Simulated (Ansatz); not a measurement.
# MoS2: the cost of one run

Program: Ansatz 0.2.0. Level of theory: DFT LDA+D3(BJ), scalar-relativistic, plane waves, PAW. These are calculated values, not measurements.

### Step 1. The system as given

The structure is hexagonal, space group P6_3/mmc (No. 194). Conventional cell: a = 3.161 Å, b = 3.161 Å, c = 12.295 Å, α = 90.00°, β = 90.00°, γ = 120.00°. Around Mo (site symmetry -6m2) lie 6 S at 2.37 Å. Around S (site symmetry 3m) lie 3 Mo at 2.37 Å.

Structure file:

```xyz
6
Lattice="3.1610 0.0000 0.0000 -1.5805 2.7375 0.0000 0.0000 0.0000 12.2950" Properties=species:S:1:pos:R:3 pbc="T T T"
Mo    0.0000    1.8250    3.0737
Mo    1.5805    0.9125    9.2212
S     0.0000    1.8250    7.7151
S     1.5805    0.9125    1.5676
S     0.0000    1.8250   10.7274
S     1.5805    0.9125    4.5799
```

The structure comes from the Crystallography Open Database.

### Step 7. Setting up the map

The energy is mapped over two normal modes frozen in (zone-centre modes of the cell shown).

- amplitude of mode 10 (299 cm⁻¹), largest displacement: 7 values from −0.103 to 0.103 Å
- amplitude of mode 16 (430 cm⁻¹), largest displacement: 7 values from −0.06 to 0.06 Å

Nothing else is relaxed (the cell and all other modes fixed). Energies count from the relaxed high-symmetry cell. Points are written as (first, second).

Displacement patterns for an amplitude of 1 (Å):

```csv
atom,x1,y1,z1,x2,y2,z2
Mo1,0.000,0.000,0.000,0.000,0.000,0.000
Mo2,0.000,0.000,0.000,0.000,0.000,0.000
S3,0.000,1.000,0.000,0.000,0.000,1.000
S4,0.000,1.000,0.000,0.000,0.000,1.000
S5,0.000,-1.000,0.000,0.000,0.000,-1.000
S6,0.000,-1.000,0.000,0.000,0.000,-1.000
```

(The set-up runs are not shown.)

### Step 8. Point (0.000 Å, 0.06 Å)

Contents of input.yaml:

```yaml
crystal:
  lattice:
    - [3.0847526027, 0.0, 0.0]
    - [-1.5423763013, 2.6714741183, 0.0]
    - [0.0, 0.0, 11.4813913446]
  atoms:
    - { symbol: Mo, position: [0.3333333333, 0.6666666667, 0.25] }
    - { symbol: Mo, position: [0.6666666667, 0.3333333333, 0.75] }
    - { symbol: S, position: [0.3333333333, 0.6666666667, 0.6194691323] }
    - { symbol: S, position: [0.6666666667, 0.3333333333, 0.1194691323] }
    - { symbol: S, position: [0.3333333333, 0.6666666667, 0.8805308677] }
    - { symbol: S, position: [0.6666666667, 0.3333333333, 0.3805308677] }
basis:
  ecutwfc: 420
kpoints:
  mp_grid: { grid: [12, 12, 4] }
hamiltonian:
  xc: lda
  pseudopotentials: { kind: paw, azcp: { folder: soft_1 } }
  dispersion: d3bj
scf:
  occupations: { method: gaussian, width: 0.05 }
output:
  forces: true
  stress: true
  eigenvalues: true
```

Started as:

```sh
$ ansatz run input.yaml --threads 2 --pin off --max-ram 4096MiB --backend cpu --events-out ev --progress --plain --runs-dir out
```

**Question.** How long does this run take on 2 threads of Arm Neoverse N1, shared host, and how much memory does it need?

About 10 s, with a peak of 0.41 GiB.
